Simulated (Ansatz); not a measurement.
# ClH5O2Si2: up Jacob's ladder to CCSD(T)

The task here is to estimate one member of a computed series from the others.

The runs use Ansatz 0.2.0, Gaussian basis; functionals in def2-TZVPP, the program's frozen cores in correlated methods.

The runs, in order: PBE-D4, r2SCAN-D4, PBE0-D4, B3LYP-D4, ωB97X-V, ωB97M-V, B2PLYP; CCSD(T)/def2-TZVPP; MP2/def2-QZVPP; extrapolation to the limit.

## The relaxed structure

An earlier PBE0-D4 in a triple-zeta def2 set relaxation fixed the geometry.

SMILES `O[SiH2][SiH](O)Cl`, 10 atoms, charge 0, spin multiplicity 1.

Atoms are counted from 1 here; the program's logs count them from 0.

Bond lengths: O1–Si2 1.651 Å, O1–H6 0.958 Å, Si2–Si3 2.338 Å, Si2–H7 1.491 Å, Si2–H8 1.490 Å, Si3–O4 1.638 Å, Si3–Cl5 2.071 Å, Si3–H9 1.486 Å, O4–H10 0.959 Å. Angles: Si2–O1–H6 118.1°, O1–Si2–Si3 107.4°, O1–Si2–H7 111.6°, O1–Si2–H8 112.0°, Si3–Si2–H7 108.6°, Si3–Si2–H8 109.6°, H7–Si2–H8 107.6°, Si2–Si3–O4 108.5°, Si2–Si3–Cl5 106.0°, Si2–Si3–H9 115.5°, O4–Si3–Cl5 110.7°, O4–Si3–H9 110.9°, Cl5–Si3–H9 105.0°, Si3–O4–H10 118.4°.

Set-up of the first run:

File in.yaml:

```yaml
crystal:
  periodic: [false, false, false]
  atoms:
    - {symbol: O, position_ang: [-1.999307, -0.775513, -0.456735]}
    - {symbol: Si, position_ang: [-1.003718, -0.125800, 0.688992]}
    - {symbol: Si, position_ang: [1.145222, -0.025681, -0.225399]}
    - {symbol: O, position_ang: [1.140352, 1.066370, -1.446484]}
    - {symbol: Cl, position_ang: [2.389502, 0.595534, 1.308521]}
    - {symbol: H, position_ang: [-2.930345, -0.863451, -0.248544]}
    - {symbol: H, position_ang: [-0.958278, -0.968871, 1.917962]}
    - {symbol: H, position_ang: [-1.437368, 1.240292, 1.096709]}
    - {symbol: H, position_ang: [1.710777, -1.323723, -0.676447]}
    - {symbol: H, position_ang: [1.943163, 1.180833, -1.958566]}
basis:
  gaussian: {orbitals: def2-TZVPP}
hamiltonian: {xc: pbe, dispersion: d4}
output: {forces: true, orbitals: {seedname: orbitals}}
```

On the command line:

```
$ ansatz run in.yaml --threads 2 --pin off --events-out ev --progress --plain --max-ram 22528MiB --backend cpu
```

Among the steps run: PBE-D4 (GGA); r2SCAN-D4 (meta-GGA); PBE0-D4 (hybrid); B3LYP-D4 (hybrid); ωB97X-V (range-separated); ωB97M-V (range-separated); B2PLYP (double hybrid); CCSD(T) in def2-TZVPP; MP2 in def2-QZVPP.

One table of the session follows, with a row left open; its other results are not shown here.

```
            method  atomisation energy (eV)
            PBE-D4                   35.927
         r2SCAN-D4                   35.848
           PBE0-D4                   35.342
          B3LYP-D4                   35.554
           ωB97X-V                   36.013
           ωB97M-V                   35.896
            B2PLYP                   35.250
     HF/def2-TZVPP                   25.884
    MP2/def2-TZVPP                   35.551
   CCSD/def2-TZVPP                   34.307
CCSD(T)/def2-TZVPP                        ?
           MP2/CBS                   36.753
       CCSD(T)/CBS                   36.023
```

Estimate the missing values for CCSD(T)/def2-TZVPP.

**Answer.** atomisation energy (eV): 34.820. In the column «atomisation energy (eV)» it lies between CCSD/def2-TZVPP (34.307) and B2PLYP (35.250).

Limits of these values: Free atoms (2 O, 2 Si, 1 Cl, 5 H) were run apart at each level; the atomisation energy is their sum less the molecule, without zero-point or spin-orbit terms.
